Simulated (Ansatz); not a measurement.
**40-atom supercell of perovskite BaZrO3 with displaced atoms**

How much do forces and the gap depend on the functional when the atoms are displaced? Levels: PBEsol, HSE06 and r²SCAN.

All numbers are computed with Ansatz 0.2.0 (PAW, plane waves).

## Step 1: Starting point

40 atoms (8 Ba, 8 Zr, 24 O); a = 8.362 Å, b = 8.362 Å, c = 8.362 Å, α = 90.00°, β = 90.00°, γ = 90.00°. All atoms were shaken off their sites by about 0.15 Å along each axis.

The runs, in order: (2) PBEsol single point at the single k point (¼, ¼, ¼), on 2 threads of AMD EPYC 7R13; (3) HSE06 single point at the single k point (¼, ¼, ¼), on 1 × NVIDIA H100 80GB HBM3 with 2 threads of AMD EPYC 7R13; (4) r²SCAN single point at the single k point (¼, ¼, ¼), on 2 threads of AMD EPYC 7R13.

## Step 2: PBEsol single point

in.yaml reads:

```yaml
crystal:
  lattice:
    - [8.361961, 0.000000, 0.000000]
    - [0.000000, 8.361961, 0.000000]
    - [0.000000, 0.000000, 8.361961]
  atoms:
    - { symbol: Ba, position: [0.015221, 0.981791, 0.981737] }
    - { symbol: Ba, position: [0.022502, 0.992314, 0.492061] }
    - { symbol: Ba, position: [0.979344, 0.489851, 0.996982] }
    - { symbol: Ba, position: [0.002811, 0.505128, 0.496641] }
    - { symbol: Ba, position: [0.488348, 0.009232, 0.021791] }
    - { symbol: Ba, position: [0.502926, 0.977981, 0.516619] }
    - { symbol: Ba, position: [0.502794, 0.470384, 0.025697] }
    - { symbol: Ba, position: [0.478331, 0.496643, 0.531130] }
    - { symbol: Zr, position: [0.287823, 0.242212, 0.235826] }
    - { symbol: Zr, position: [0.228916, 0.234399, 0.709666] }
    - { symbol: Zr, position: [0.232414, 0.734405, 0.271524] }
    - { symbol: Zr, position: [0.219100, 0.794428, 0.751654] }
    - { symbol: Zr, position: [0.768047, 0.251105, 0.261072] }
    - { symbol: Zr, position: [0.746757, 0.239729, 0.740946] }
    - { symbol: Zr, position: [0.745794, 0.771835, 0.231396] }
    - { symbol: Zr, position: [0.743064, 0.748551, 0.752435] }
    - { symbol: O, position: [0.230978, 0.264730, 0.980180] }
    - { symbol: O, position: [0.255833, 0.204330, 0.486635] }
    - { symbol: O, position: [0.230849, 0.731412, 0.017302] }
    - { symbol: O, position: [0.247665, 0.749657, 0.504104] }
    - { symbol: O, position: [0.726534, 0.262544, 0.991600] }
    - { symbol: O, position: [0.749879, 0.263963, 0.495019] }
    - { symbol: O, position: [0.775578, 0.733443, 0.979793] }
    - { symbol: O, position: [0.750659, 0.767890, 0.489104] }
    - { symbol: O, position: [0.016925, 0.276762, 0.220849] }
    - { symbol: O, position: [0.998048, 0.240825, 0.755608] }
    - { symbol: O, position: [0.987613, 0.777588, 0.244491] }
    - { symbol: O, position: [0.981822, 0.750966, 0.734136] }
    - { symbol: O, position: [0.527075, 0.228575, 0.251627] }
    - { symbol: O, position: [0.490230, 0.261181, 0.777313] }
    - { symbol: O, position: [0.510798, 0.776669, 0.225025] }
    - { symbol: O, position: [0.511472, 0.754741, 0.736085] }
    - { symbol: O, position: [0.256287, 0.984810, 0.263173] }
    - { symbol: O, position: [0.240809, 0.961406, 0.760892] }
    - { symbol: O, position: [0.233932, 0.473655, 0.280145] }
    - { symbol: O, position: [0.245256, 0.515673, 0.755623] }
    - { symbol: O, position: [0.739734, 0.972384, 0.255436] }
    - { symbol: O, position: [0.757522, 0.004560, 0.716716] }
    - { symbol: O, position: [0.735613, 0.509516, 0.240729] }
    - { symbol: O, position: [0.776737, 0.482333, 0.716701] }
  symmetry: { detect: false }
kpoints:
  mp_grid: { grid: [1, 1, 1], shift: [0.25, 0.25, 0.25] }
hamiltonian:
  xc: pbesol
scf:
  occupations: { method: fermi_dirac, width: 0.01 }
output:
  forces: true
  eigenvalues: true
  stress: true
  populations: true
  eigenstates: { kpoints: [[0.25, 0.25, 0.25]], e_range: [-6.0, 6.0], localisation: true }
```

On the command line:

```
ansatz run in.yaml --threads 2 --pin off --max-ram 20900MiB --runs-dir r --events-out ev --progress --plain
```

What it wrote:

```text
Pseudopotentials: kind: paw
Functional definition: PBEsol
  exchange = pbesol_x
  correlation = pbesol_c
Crystal: 40 atoms, lattice volume = 584.688 Å³
Basis set: ecut = 420 eV, 11459 PW (Γ), exchange–correlation on 120×120×120 points (8 copies of the dense FFT grid, shifted against one another)
Bands: 200, of which v1, the nominal top of the filled ones, is band 160 counted from 1 (159 counted from 0)
Symmetry: 1 space group operations
k-points: 1
Non-local potential: Ba, projectors of the file, l = 0: 3, l = 1: 2, l = 2: 2, l = 3: 2
Non-local potential: Zr, projectors of the file, l = 0: 3, l = 1: 2, l = 2: 2, l = 3: 2
Non-local potential: O, projectors of the file, l = 0: 2, l = 1: 2, l = 2: 1
PAW form: soft (Blöchl's): semilocal exchange-correlation on the pseudo side does not see the compensation charge
PAW frozen core: Ba, regenerated for the run's functional, and the local potential with it (the file was generated under x = pbe(κ = 0.804, μ = 0.2195149727645171), c = pbe(β = 0.06672455060314922))
PAW frozen core: Zr, regenerated for the run's functional, and the local potential with it (the file was generated under x = pbe(κ = 0.804, μ = 0.2195149727645171), c = pbe(β = 0.06672455060314922))
PAW frozen core: O, regenerated for the run's functional, and the local potential with it (the file was generated under x = pbe(κ = 0.804, μ = 0.2195149727645171), c = pbe(β = 0.06672455060314922))
PAW one-centre angular grid: Ba, 194 points (default); XC on 64 Gauss nodes
PAW one-centre angular grid: Zr, 590 points (default); XC on 64 Gauss nodes
PAW one-centre angular grid: O, 110 points (default); XC on 64 Gauss nodes
Initial density: superposition of atomic densities (neutral atoms: chi_scale 0, normalization atom), corrected by the library's trained network
Initial wavefunctions: pseudopotential atomic-orbital guess
Functional: x = pbesol(κ = 0.804, μ = 0.12345679012345678), c = pbesol(β = 0.046)
SCF iter   1: F=—  HF=-93444.939308 eV  |F-HF|=—  |Δ(HF+E_count)|=         —  Δρ=1.61e-2  dr2=1.48e0  ethr=1.77e-3  ⟨swp⟩=6.0  Hψ=861  notcnv=0  defer=24
preconditioner: auto → Resta (q_TF=auto, 2.468 Å⁻¹)  ε∞=5.1  [insulator: Δε(μ)=2.699 eV  Ē_g=11.773 eV  σ=0.010 eV  W_gap=1.00  n_scr=146 (ndim 8)  ℏωp=23.8 eV  f_vac=0.002  D(μ)=0.00/eV (n_scr^D=0)  ε∞_Penn≈5.1]
SCF iter   2: F=—  HF=-93444.627896 eV  |F-HF|=—  |Δ(HF+E_count)|=   3.11e-1  Δρ=4.38e-3  dr2=1.70e-1  ethr=4.63e-4  ⟨swp⟩=2.0  Hψ=299  notcnv=0  defer=35
SCF iter   3: F=—  HF=-93444.596630 eV  |F-HF|=—  |Δ(HF+E_count)|=   3.13e-2  Δρ=1.40e-3  dr2=2.01e-2  ethr=5.30e-5  ⟨swp⟩=2.0  Hψ=240  notcnv=0  defer=35
SCF iter   4: F=—  HF=-93444.592689 eV  |F-HF|=—  |Δ(HF+E_count)|=   3.94e-3  Δρ=3.27e-4  dr2=7.33e-4  ethr=6.28e-6  ⟨swp⟩=3.0  Hψ=269  notcnv=0  defer=35
SCF iter   5: F=—  HF=-93444.592631 eV  |F-HF|=—  |Δ(HF+E_count)|=   5.74e-5  Δρ=1.25e-4  dr2=9.45e-5  ethr=2.29e-7  ⟨swp⟩=2.0  Hψ=325  notcnv=0  defer=35
SCF iter   6: F=—  HF=-93444.592205 eV  |F-HF|=—  |Δ(HF+E_count)|=   4.26e-4  Δρ=2.84e-5  dr2=5.77e-6  ethr=2.95e-8  ⟨swp⟩=2.0  Hψ=305  notcnv=0  defer=35
SCF iter   7: F=—  HF=-93444.592206 eV  |F-HF|=—  |Δ(HF+E_count)|=   5.95e-7  Δρ=1.20e-5  dr2=7.49e-7  ethr=1.80e-9  ⟨swp⟩=2.0  Hψ=325  notcnv=0  defer=35
SCF iter   8: F=-93444.592206 eV  HF=-93444.592206 eV  |F-HF|=3.11e-8  |Δ(HF+E_count)|=   8.75e-9  Δρ=3.79e-6  dr2=7.49e-8  ethr=3.13e-11  ⟨swp⟩=13.0  Hψ=1178  notcnv=0
SCF 1 converged in 8 iterations: F = -93444.592206 eV  dr2 = 7.49e-8
NSCF: frozen V_eff on 1 k-points
SCF converged after 8 iterations
Free energy (F): -93444.592206 eV
Harris-Foulkes:  -93444.592206 eV  (|F-HF|=3.11e-8)
Internal energy: -93444.592206 eV  (E = F + TS)
E sigma→0 (E₀):  -93444.592206 eV
Fermi energy:    11.835596 eV
--- Per-component energies (eV) ---
  E_band       = -746.634867
  E_kinetic    = 8297.407517
  E_local      = -15984.542250  (includes V_loc(G=0)·N_el)
  E_nonlocal   = 2250.998615
  E_hartree    = 5694.949861
  E_xc         = -4409.691430
  E_vxc        = -4907.257623  (∫ρ·V_xc dr)
  E_paw        = -67973.266304  (= ΣΔE_a)
  E_vpaw       = -1793.199904  (= ΣTr[D̂ρ^β])
  E_aug_tail   = 0.058746  (compensation charges beyond the density's cutoff)
  E_ewald      = -21323.891099
  E_core_change = 3.384138  (= ΣΔE_core)
  E_smearing   = -0.000000  (= −TS)
  E_closure    = 0.000000  (closes the sum)
  Σ components = -93444.592206   (vs F -93444.592206, Δ=0.00e0)
--- Forces (eV/Å), atoms counted from 1 ---
  atom   1  Ba    -1.39102524     0.90778593     2.16705515
  atom   2  Ba    -2.70504495    -0.55311335    -1.30999070
  atom   3  Ba     1.15290765    -0.03537872    -0.53853263
  atom   4  Ba    -1.41015412     0.37886805     0.54878574
  atom   5  Ba     0.62960910    -0.91970038    -0.72320051
  atom   6  Ba     1.24488919    -0.35742844    -1.32161511
  atom   7  Ba    -0.31959598     1.65848615    -1.56559814
  atom   8  Ba     1.06908872     0.70343156     0.28738613
  atom   9  Zr    -4.33967674    -0.45746602    -0.79130315
  atom  10  Zr     2.05480621     5.12839012     6.29872019
  atom  11  Zr     1.08962035     0.70466650    -4.53824661
  atom  12  Zr    -2.65358472   -46.43772403    -0.50502851
  atom  13  Zr     1.22073762     1.81575033    -1.72434865
  atom  14  Zr    -1.22066112     1.57432551     1.59162413
  atom  15  Zr     0.00989383   -10.79659374     0.93528794
  atom  16  Zr     0.16976226    -0.93341060    -3.25100187
  atom  17  O      1.49783867    -1.84982347     1.72204851
  atom  18  O      0.24516648     0.50393841    -0.80755488
  atom  19  O     -0.10954525     1.14366888    -0.63555804
  atom  20  O     -0.00645757     0.56672435     0.68970909
  atom  21  O      1.01849850    -0.98654741     0.75305456
  atom  22  O      0.17060348    -0.79390877    -0.36475532
  atom  23  O     -0.24826385     0.79115513     1.68055008
  atom  24  O     -0.06902789    -0.60653163     0.42043413
  atom  25  O     -1.58251454    -1.91061818     1.31618995
  atom  26  O      0.58671716    -0.88034419    -0.83184762
  atom  27  O      3.28351681    -0.62410437     0.72139656
  atom  28  O      2.00443739     1.21088856    -0.27748679
  atom  29  O     -2.13988572     0.16922509    -0.12186359
  atom  30  O     -0.46626821    -1.12870986    -1.93565620
  atom  31  O     -3.43539555    -1.01346361     0.36049524
  atom  32  O     -2.48320729     0.54343703     0.31118385
  atom  33  O     -0.07740889     1.34066799    -0.64073700
  atom  34  O      5.50006852    42.26685068     1.74682548
  atom  35  O      1.70455310     1.41989965     0.13921496
  atom  36  O     -0.18935920    -3.21221954    -1.86460755
  atom  37  O      0.51874210    12.62868665     0.28509948
  atom  38  O     -0.06323753    -0.95793522     0.82686141
  atom  39  O      0.43678935    -2.48811706     0.28404207
  atom  40  O     -0.69787078     1.48635356     0.66290545
  max |Σ_I F_I| component: 6.28e-5 eV/Å
--- Stress (GPa, compression-positive) ---
        5.314861       1.450472      -1.111568
        1.450472      20.433652       1.311171
       -1.111568       1.311171       3.938434
  P = ⅓ Tr σ = 9.8956 GPa (98.956 kbar)
--- Band table (eV) ---
  k-point 0: bands = ["-37.8728", "-37.7436", "-37.4935", "-37.4084", "-37.3194", "-36.8569", "-36.4769", "-35.8521", "-19.7209", "-16.4957", "-16.2357", "-16.1955", "-16.1210", "-16.0889", "-15.9524", "-15.9327", "-15.8547", "-15.7638", "-15.7229", "-15.6816", "-15.6681", "-15.6306", "-15.5636", "-15.4739", "-15.3979", "-15.3794", "-15.3148", "-15.2537", "-15.1978", "-15.1662", "-15.1409", "-15.0458", "-15.0007", "-14.9639", "-14.9303", "-14.8171", "-14.7146", "-14.4606", "-14.3332", "-14.0771", "-7.2388", "-6.8769", "-6.7905", "-6.6160", "-6.4880", "-6.3576", "-6.2850", "-6.1885", "-6.0620", "-5.9568", "-5.9024", "-5.8379", "-5.6950", "-5.5684", "-5.4659", "-5.3363", "-5.2340", "-5.2123", "-5.1184", "-5.0969", "-4.9585", "-4.7190", "-4.5258", "-4.2924", "-1.4560", "-1.3493", "-1.1422", "-1.0404", "-0.9753", "-0.8838", "-0.8190", "-0.7869", "-0.6931", "-0.6465", "-0.6043", "-0.5019", "-0.4671", "-0.4359", "-0.4040", "-0.3600", "-0.2713", "-0.2329", "-0.1261", "0.0448", "0.1331", "0.3114", "0.4366", "0.4767", "3.3169", "3.4371", "5.3739", "5.6245", "5.8906", "5.9694", "6.0095", "6.1888", "6.2384", "6.2931", "6.3482", "6.3899", "6.4692", "6.5405", "6.6009", "6.6545", "6.6729", "6.7734", "6.8430", "6.8912", "7.0016", "7.0562", "7.0920", "7.1329", "7.1939", "7.3259", "7.3707", "7.5084", "7.5696", "7.6858", "7.7050", "7.7757", "7.8733", "7.9070", "8.0029", "8.0706", "8.1389", "8.1740", "8.2587", "8.3369", "8.3751", "8.4503", "8.4910", "8.5210", "8.5902", "8.6607", "8.7187", "8.7447", "8.8210", "8.8785", "8.9191", "8.9561", "9.0039", "9.0343", "9.1000", "9.1997", "9.2202", "9.2753", "9.3473", "9.4033", "9.4510", "9.5223", "9.6184", "9.6814", "9.7849", "9.8638", "9.9382", "9.9922", "10.1467", "10.3073", "10.3862", "10.5109", "13.1603", "13.2426", "13.3824", "13.4888", "13.6200", "14.0461", "14.1178", "14.3083", "14.3634", "14.4979", "14.6625", "14.7028", "14.7454", "14.8799", "14.9099", "15.0114", "15.0746", "15.2151", "15.3335", "15.4235", "15.4507", "15.5986", "15.6473", "15.7512", "15.8582", "15.9724", "16.0313", "16.1651", "16.2531", "16.2906", "16.3983", "16.4632", "16.5473", "16.6349", "16.7584", "16.7859", "16.8660", "16.9612", "17.0225", "17.0566"]
--- Löwdin populations: 40 sites ---
  site symbol       q [e]
     0     Ba      8.1862
     1     Ba      8.1715
     2     Ba      8.2124
     3     Ba      8.1998
     4     Ba      8.1913
     5     Ba      8.1985
     6     Ba      8.1926
     7     Ba      8.2110
     8     Zr     10.8825
     9     Zr     10.9351
    10     Zr     10.8451
    11     Zr     11.0606
    12     Zr     10.8458
    13     Zr     10.8393
    14     Zr     10.9281
    15     Zr     10.8642
    16      O      6.8799
    17      O      6.7584
    18      O      6.8902
    19      O      6.8150
    20      O      6.9318
    21      O      6.7539
    22      O      6.8121
    23      O      6.9257
    24      O      6.8829
    25      O      6.7545
    26      O      6.8294
    27      O      6.7953
    28      O      6.7817
    29      O      6.9139
    30      O      6.8880
    31      O      6.8828
    32      O      6.8693
    33      O      6.3571
    34      O      6.8196
    35      O      6.9481
    36      O      6.6639
    37      O      6.8294
    38      O      6.9127
    39      O      6.8898
  spilling = 0.010784 (of n_electrons = 320.000000)
```

Wall time 23 s (2 threads of AMD EPYC 7R13, shared host); peak memory 1.3 GiB.

Spacing of the frontier levels at the single k point (¼, ¼, ¼): 2.65 eV (10.511 to 13.160 eV).

Frontier states and how far they spread:

| level (eV) | spin | filling | atoms sharing it | main element | its share | largest atom |
| --- | --- | --- | --- | --- | --- | --- |
| -0.36 | both | 2.00 | 4.6 | O | 0.94 | O24 (0.42) |
| -0.20 | both | 2.00 | 3.7 | O | 0.94 | O24 (0.49) |
| -0.12 | both | 2.00 | 3.2 | O | 0.93 | O36 (0.54) |
| 0.00 | both | 2.00 | 2.6 | O | 0.92 | O36 (0.61) |
| 2.65 | both | 0.00 | 8.0 | Zr | 0.55 | Zr10 (0.30) |
| 2.73 | both | 0.00 | 9.4 | Zr | 0.54 | Zr10 (0.27) |
| 2.87 | both | 0.00 | 15.6 | Zr | 0.53 | Zr9 (0.16) |
| 2.98 | both | 0.00 | 11.6 | Zr | 0.54 | Zr9 (0.22) |

Root-mean-square force by element: Ba 2.03, Zr 17.39, O 9.33 eV/Å; the largest is 46.52 eV/Å.

[end of part 1 of 3]
